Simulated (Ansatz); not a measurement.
What does this script print? It uses Ansatz 0.2.0, Python API.

`cf3nsi.xyz`
```text
6

N     2.24780   -0.77420    0.94050
C     1.16890   -0.39580    0.49420
Si   -0.51800    0.15180   -0.21900
F    -1.29960   -1.11890   -0.59670
F    -0.26750    1.03470   -1.54050
F    -1.28960    1.03830    0.87540
```

The script, `run_opt.py`:
```python
# -*- coding: utf-8 -*-
"""Minimum-energy structure of CF3NSi."""

import ansatz as az
import numpy as np

mol = az.Crystal.molecule_from_extxyz("cf3nsi.xyz")

base = (
    mol.calculation()
    .basis(gaussian="cc-pVDZ")
    .functional("pbe")
)
symbols = [site.symbol for site in mol.cartesian_sites]
start = np.array([site.position_ang for site in mol.cartesian_sites], dtype=float)
def progress(event):
    if event["event"] == "relax_step":
        row = event["data"]
        print(f"step {row['step']:3d}  E = {row['lagrangian_ev']:.6f} eV  max force {row['allowed_force_max_ev_ang']:.4f} eV/A")


report = base.relax(force_tolerance=0.01).session().plan().execute(on_event=progress).report
end = np.array(report["positions_ang"])

print(f"E = {report['free_energy_ev']:.6f} eV = {report['free_energy_ev'] / 27.211386246:.7f} Ha")
print("converged:", report["converged"], " doubts:", report["published_state_doubts"] or "none")

print("bond        before    after (A)")
for i, j in [(0, 1), (1, 2), (2, 3), (2, 4), (2, 5)]:
    d0, d1 = (np.linalg.norm(xyz[i] - xyz[j]) for xyz in (start, end))
    print(f"{symbols[i]}{i}-{symbols[j]}{j}".ljust(10), f"{d0:8.4f} {d1:8.4f}")

charges = report["charge_distribution"]
dipole = np.array(charges["dipole_moment_e_ang"]) * 4.803205
print("dipole (D): {:.3f} {:.3f} {:.3f}, length {:.3f}".format(*dipole, np.linalg.norm(dipole)))
print("atom  Mulliken   Lowdin")
for symbol, m, l in zip(symbols, charges["mulliken_charges_e"], charges["lowdin_charges_e"]):
    print(f"{symbol:4s} {m:9.3f} {l:8.3f}")
```

```console
$ python run_opt.py
step   1  E = -18544.524194 eV  max force 4.3638 eV/A
step   2  E = -18544.817851 eV  max force 1.8899 eV/A
step   3  E = -18544.882681 eV  max force 0.3351 eV/A
step   4  E = -18544.886218 eV  max force 0.0236 eV/A
step   5  E = -18544.886287 eV  max force 0.0028 eV/A
E = -18544.886314 eV = -681.5120019 Ha
converged: True  doubts: none
bond        before    after (A)
N0-C1        1.2274   1.1749
C1-Si2       1.9116   1.8394
Si2-F3       1.5389   1.6277
Si2-F4       1.6089   1.6276
Si2-F5       1.6059   1.6276
dipole (D): -1.007 0.332 -0.428, length 1.143
atom  Mulliken   Lowdin
N       -0.052    0.212
C       -0.127   -0.289
Si       0.854   -0.285
F       -0.225    0.121
F       -0.225    0.121
F       -0.225    0.121
```

Notes:
- Total energies depend on the basis set; only differences at equal settings carry meaning.
- The end point is the stationary point reached from this start; no frequency run checks that it is a minimum, and the basis set is modest.
- The Löwdin charges here are taken after orthogonalising the functions within each atom; they differ from plain Löwdin charges, and their signs can be unphysical.
- It ran for 14 s on 1 thread of Arm Neoverse V2 (shared host), peak memory 0.2 GiB.

(A comment or docstring line of the script was reworded after the run, the code is as it ran; lines on the test bed's own set-up are left out of the output.)
